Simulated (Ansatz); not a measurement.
F₂H₅NOSi₂, SMILES O[SiH2]N[SiH](F)F, a single point from an input written key by key

Program: Ansatz's Python interface.

Notebook, run cell by cell (the value of a cell's last expression is shown):

**Cell 1**
```python
import ansatz as az
import numpy as np

DECK = """
crystal:
  periodic: [false, false, false]
  atoms:
    - { symbol: O, position_ang: [-1.5737, -1.908, 0.2804] }
    - { symbol: Si, position_ang: [-0.4387, -0.8374, 0.6551] }
    - { symbol: "N", position_ang: [-0.3666, 0.1701, -0.6403] }
    - { symbol: Si, position_ang: [0.911, 1.2447, -0.4066] }
    - { symbol: F, position_ang: [0.5038, 2.3108, 0.7675] }
    - { symbol: F, position_ang: [1.0944, 2.0855, -1.7875] }
    - { symbol: H, position_ang: [-2.4443, -1.473, 0.0484] }
    - { symbol: H, position_ang: [0.8866, -1.6111, 0.7949] }
    - { symbol: H, position_ang: [-0.8193, -0.1191, 1.9076] }
    - { symbol: H, position_ang: [-0.1362, -0.3729, -1.499] }
    - { symbol: H, position_ang: [2.2083, 0.5373, -0.1124] }
basis:
  gaussian: { orbitals: def2-SVP }
hamiltonian:
  xc: pbe
output:
  forces: true
"""
```

**Cell 2**
```python
session = az.Session.from_yaml(DECK)
data = session.plan(threads=1).execute().report
```

**Cell 3**
```python
for key in ("converged", "free_energy_ev", "reference_energy_ev", "n_frozen", "n_occupied", "n_virtual"):
    print(f"{key:22s} {data[key]}")
symbols = ["O", "Si", "N", "Si", "F", "F", "H", "H", "H", "H", "H"]
field = data["mean_field"]
print("<S^2> =", round(abs(field["state"]["spin_squared"]), 4), " all-electron relativity setting:", field["relativity"])
print("passes:", field["passes"])
if "symmetry" in field:
    print("occupied orbitals by irrep:", field["symmetry"]["occupied"])
```
Output:
```text
converged              True
free_energy_ev         -24782.840692293375
reference_energy_ev    -24782.840692293375
n_frozen               0
n_occupied             [33, 33]
n_virtual              [84, 84]
<S^2> = 0.0  all-electron relativity setting: none
passes: {'evaluations': 17, 'products': 12}
occupied orbitals by irrep: [{'A': 33}, {'A': 33}]
```

**Cell 4**
```python
print("forces (eV/A)")
for symbol, f in zip(symbols, data["forces_ev_ang"]):
    print(f"  {symbol:2s} {f[0]:9.4f} {f[1]:9.4f} {f[2]:9.4f}")
charges = data["charge_distribution"]
print("dipole moment", round(4.803205 * float(np.linalg.norm(charges["dipole_moment_e_ang"])), 3), "D")
print("Mulliken:", [(s, round(q, 3)) for s, q in zip(symbols, charges["mulliken_charges_e"])])
```
Output:
```text
forces (eV/A)
  O    -2.9232   -1.5854   -0.6491
  Si    0.9461   -2.0721    3.2132
  N     0.1264    1.6983   -2.9066
  Si    1.1677    1.8388   -0.3626
  F     0.2655   -0.4058   -0.2181
  F     0.1888    0.0833    0.0003
  H     1.0085   -0.6574    0.2912
  H    -0.5430    0.1593    0.2113
  H     0.2734    0.3359    0.1128
  H    -0.3936    0.1895    0.1908
  H    -0.1165    0.4156    0.1168
dipole moment 1.479 D
Mulliken: [('O', -0.331), ('Si', 0.401), ('N', -0.356), ('Si', 0.764), ('F', -0.291), ('F', -0.293), ('H', 0.196), ('H', -0.089), ('H', -0.073), ('H', 0.16), ('H', -0.089)]
```

The settings weren't tested for convergence. The geometry is a force-field or estimated start, not a minimum of this method, and the basis set is short of its limit. The whole script took 5.7 s on 1 thread of Arm Neoverse V1, on a shared host, peak memory 0.2 GiB.
